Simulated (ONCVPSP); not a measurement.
**An ONCV potential for aluminium, from input to tests**

Task: generate the file, and judge it by its errors in other configurations, its logarithmic derivatives, its ghosts and its cutoff.

Program: ONCVPSP 4.0.1. Reference atom: LDA (Perdew-Zunger), scalar-relativistic, spherical and spin-unpolarised. All values are calculated.

### 1 Settings

Typed settings, in words:

* element: aluminium (Al, Z = 13)
* type: optimised norm-conserving Vanderbilt (ONCV)
* frozen core: [Ne]
* valence charge: 3
* reference configuration: 3s2 (charge +1)
* partial waves: 3s: rc 2.25 bohr, ncon 5, nbas 9, qcut 3.3 1/bohr, local; p scattering state at 0.29 Ha: rc 2.45 bohr, ncon 4, nbas 8, qcut 3.8 1/bohr, 2 projectors, debl 2.8 Ha; d scattering state at 0.26 Ha: rc 2.40 bohr, ncon 4, nbas 7, qcut 4.6 1/bohr, 2 projectors, debl 0.7 Ha
* local potential: the s channel
* core correction: polynomial model core, fcfact 0.6

The nodes and maxima of the atom's own shells, from an earlier all-electron run, set the scale for the radii.

All-electron outer shells of the reference configuration (LDA (Perdew-Zunger), scalar-relativistic, ld1.x):

| shell | level (eV) | outermost node (bohr) | outermost maximum (bohr) |
| --- | --- | --- | --- |
| 2p | -78.09 | – | 0.43 |
| 3s | -14.92 | 0.80 | 2.01 |
| 3p | -9.16 | 0.81 | 2.39 |

### 2 The generation run

Contents of Al.dat:

```
# ATOM AND REFERENCE CONFIGURATION
# atsym  z   nc   nv     iexc    psfile
  Al 13.00    3    1        3      upf
#
#   n    l    f
    1    0    2.00
    2    0    2.00
    2    1    6.00
    3    0    2.00
#
# PSEUDOPOTENTIAL AND OPTIMIZATION
# lmax
    2
#
#   l,   rc,      ep,       ncon, nbas, qcut
    0    2.25    0.00    5    9    3.30
    1    2.45    0.29    4    8    3.80
    2    2.40    0.26    4    7    4.60
#
# LOCAL POTENTIAL
# lloc, lpopt,  rc(5),   dvloc0
    0    5    2.25    0.00
#
# VANDERBILT-KLEINMAN-BYLANDER PROJECTORs
# l, nproj, debl
    0    0    1.90
    1    2    2.80
    2    2    0.70
#
# MODEL CORE CHARGE
# icmod, fcfact, rcfact
    1    0.60    0.00
#
# LOG DERIVATIVE ANALYSIS
# epsh1, epsh2, depsh
   -2.00    5.00    0.02
#
# OUTPUT GRID
# rlmax, drl
    6.00    0.01
#
# TEST CONFIGURATIONS
# ncnf
    4
# nvcnf
#   n    l    f
    2
    3    0    2.00
    3    1    1.00
#
    1
    3    0    1.00
#
    2
    3    0    2.00
    3    1    0.50
#
    2
    3    0    1.00
    3    1    1.00
#
```

Launch:

```
$ oncvpsp.x < Al.dat > Al.out
```

Q: Predict the outcome of this session. Wanted: cutoffs for 1 and 0.1 mHa per electron, occupied waves; bound ghosts; GHOST(+) flags; largest test error; largest phase difference near zero energy, channels read; rms error of d²Exc/dn², without and with the model core; projector energies reset by the program.

**Answer**, as computed:

| quantity | value |
| --- | --- |
| cutoffs for 1 and 0.1 mHa per electron, occupied waves | 5.6 Ha and 32 Ha |
| bound ghosts | d at -2.31 eV |
| GHOST(+) flags | none at low energy |
| largest test error (AE − PS) | +13 meV, for 3s2 3p1 |
| largest phase difference near zero energy, channels read | 3.142 rad |
| rms error of d²Exc/dn², without and with the model core | 7.88 and 0.26 mHa |
| projector energies reset by the program | p: 0.050, 2.850 Ha |

What this shows: A bound ghost (d) makes it unfit for use: electrons can fall into a state that the atom doesn't have. The worst unpolarised test, 3s2 3p1, is off by 13 meV on 5.8 eV; by total energies transferability rates as good. Atomic tests can pass in spite of a ghost, since they solve only for the levels asked. It counts as soft on the atom at that tolerance, with 5.6 Ha needed at the looser tolerance. The tighter tolerance needs 32 Ha, and converged work needs a cutoff nearer that. That counts occupied waves only; other projectors can need more. Near zero energy the largest phase difference among the channels read is 3.14 rad, in the d channel. A step near π is an extra or missing state, not a misfit of shape. The pseudo curves have a pole with no partner nearby in the atom's: d at -0.09 Ha. These are tests on the free atom; a crystal test is still owed.
